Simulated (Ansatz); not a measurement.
Run this with Ansatz 0.2.0, Python API and show what comes out.

The script, `adiabatic_alh3se.py`:
```python
"""Vertical and adiabatic ionisation of AlH3Se."""

import itertools

import ansatz as az
from ase import Atoms
from ase.data import atomic_numbers, covalent_radii
import numpy as np

atoms = Atoms(["Al", "Se", "H", "H", "H"], positions=[
    [-0.5101, -0.5043, 0.0501],
    [0.458, 1.7126, 0.0236],
    [-0.7695, -1.2472, 1.4013],
    [-0.9782, -1.1076, -1.3338],
    [1.8496, 1.0728, -0.1827],
])
geometry = az.Crystal.molecule_from_ase(atoms)

model = (
    geometry.calculation()
    .basis(gaussian="def2-SVP")
    .functional("cam_b3lyp")
)
symbols = [site.symbol for site in geometry.cartesian_sites]
start = np.array([site.position_ang for site in geometry.cartesian_sites], dtype=float)
r = model.relax(force_tolerance=0.01).run(threads=1, pin="off").report
end = np.array(r["positions_ang"])

minimum = az.Crystal.molecule()
for symbol, place in zip(symbols, end):
    minimum = minimum.atom(symbol, place.tolist())
ion = (
    minimum.calculation()
    .basis(gaussian="def2-SVP")
    .functional("cam_b3lyp")
    .charge(1)
    .spin("collinear", total=1)
)
vertical = ion.run(threads=1, pin="off").report
settled = ion.relax(force_tolerance=0.01, max_steps=80).run(threads=1, pin="off").report
print(f"vertical ionisation energy   {vertical['free_energy_ev'] - r['free_energy_ev']:.3f} eV")
print(f"adiabatic, no zero point     {settled['free_energy_ev'] - r['free_energy_ev']:.3f} eV")
print(f"relaxation energy of the ion {vertical['free_energy_ev'] - settled['free_energy_ev']:.3f} eV")
ionised = np.array(settled["positions_ang"])
# pairs closer than 1.2 times the sum of covalent radii, before or after
radius = [covalent_radii[atomic_numbers[s]] for s in symbols]
span = lambda where, i, j: np.linalg.norm(where[i] - where[j])
bonded = [(i, j) for i, j in itertools.combinations(range(len(symbols)), 2) if min(span(end, i, j), span(ionised, i, j)) < 1.2 * (radius[i] + radius[j])]
print("pair        before    after (A)")
for i, j in bonded:
    print(f"{symbols[i]}{i}-{symbols[j]}{j}".ljust(10), f"{span(end, i, j):8.4f} {span(ionised, i, j):8.4f}")
for first, second in list(itertools.combinations(bonded, 2)):
    shared = set(first) & set(second)
    if shared and symbols[(j := shared.pop())] != "H":
        i, k = sorted((set(first) | set(second)) - {j})
        u, v = ionised[i] - ionised[j], ionised[k] - ionised[j]
        angle = np.degrees(np.arccos(np.clip(u @ v / np.linalg.norm(u) / np.linalg.norm(v), -1, 1)))
        print(f"final angle {symbols[i]}{i}-{symbols[j]}{j}-{symbols[k]}{k}: {angle:.2f} deg")
```

```console
$ python adiabatic_alh3se.py
vertical ionisation energy   9.720 eV
adiabatic, no zero point     9.296 eV
relaxation energy of the ion 0.424 eV
pair        before    after (A)
Al0-Se1      2.3074   2.5510
Al0-H2       1.5757   1.5573
Al0-H3       1.5765   1.5580
Se1-H4       1.4694   1.4803
final angle Se1-Al0-H2: 108.10 deg
final angle Se1-Al0-H3: 107.06 deg
final angle Al0-Se1-H4: 94.36 deg
final angle H2-Al0-H3: 144.84 deg
```

The energies are electronic: no zero-point or thermal terms, and the basis set is short of its limit. The product may relax into another structure. The relaxation finds the nearest minimum, so the adiabatic value is an upper bound. Run time: 120 s on 1 thread of Arm Neoverse V1, on a shared host, peak memory 0.26 GiB.
